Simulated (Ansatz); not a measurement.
# C4H8Si: the cost of one run

All numbers below are computed with Ansatz 0.2.0 (RKS PBE-D4/STO-3G).

## Step 1: The structure to begin with

Bond lengths: C1–C2 1.248 Å, C2–C3 1.384 Å, C2–C4 1.463 Å, C3–C4 1.598 Å, C4–Si5 1.896 Å, C1–H6 1.112 Å, C1–H7 1.117 Å, C3–H8 1.136 Å, C3–H9 1.087 Å, C4–H10 1.009 Å, Si5–H11 1.448 Å, Si5–H12 1.482 Å, Si5–H13 1.425 Å. Angles (14 of 24 angles, heavy atoms first): C1–C2–C3 145.5°, C1–C2–C4 146.2°, C3–C2–C4 68.2°, C2–C3–C4 58.2°, C2–C4–C3 53.6°, C2–C4–Si5 115.5°, C3–C4–Si5 115.6°, C2–C1–H6 125.4°, C2–C1–H7 122.0°, C2–C3–H8 117.1°, C2–C3–H9 120.8°, C4–C3–H8 112.7°, C4–C3–H9 124.5°, C2–C4–H10 117.4°.

Coordinates:

```xyz
13

C    -1.2871    1.5517   -0.3201
C    -0.3560    0.8712    0.1557
C     0.2610    0.4343    1.3153
C     0.8306    0.0657   -0.1312
Si    0.4917   -1.7053   -0.7178
H    -1.4856    1.7039   -1.4033
H    -1.9932    2.1247    0.3285
H     0.9144    1.1823    1.8665
H    -0.2362   -0.2694    1.9786
H     1.6394    0.5446   -0.4988
H     0.2615   -1.7376   -2.1473
H    -0.6594   -2.3105   -0.0065
H     1.6395   -2.4904   -0.4048
```

## Step 2: Preparing the start

File input.yaml:

```yaml
crystal:
  periodic: [false, false, false]
  atoms:
    - { symbol: C, position_ang: [-1.2871, 1.5517, -0.3201] }
    - { symbol: C, position_ang: [-0.356, 0.8712, 0.1557] }
    - { symbol: C, position_ang: [0.261, 0.4343, 1.3153] }
    - { symbol: C, position_ang: [0.8306, 0.0657, -0.1312] }
    - { symbol: Si, position_ang: [0.4917, -1.7053, -0.7178] }
    - { symbol: H, position_ang: [-1.4856, 1.7039, -1.4033] }
    - { symbol: H, position_ang: [-1.9932, 2.1247, 0.3285] }
    - { symbol: H, position_ang: [0.9144, 1.1823, 1.8665] }
    - { symbol: H, position_ang: [-0.2362, -0.2694, 1.9786] }
    - { symbol: H, position_ang: [1.6394, 0.5446, -0.4988] }
    - { symbol: H, position_ang: [0.2615, -1.7376, -2.1473] }
    - { symbol: H, position_ang: [-0.6594, -2.3105, -0.0065] }
    - { symbol: H, position_ang: [1.6395, -2.4904, -0.4048] }
basis:
  gaussian: { orbitals: STO-3G }
hamiltonian:
  xc: pbe
  dispersion: d4
relax:
  f_tol: 0.02
  max_steps: 40
scf:
  lower_state_search: "off"
```

Command:

```console
ansatz run input.yaml --threads 1 --pin off --max-ram 2048MiB --backend cpu --events-out ev --progress --plain --runs-dir out
```

Q: Estimate wall time and peak memory on 1 thread of Arm Neoverse V2, shared host.

About 18 s, with a peak of 0.098 GiB.
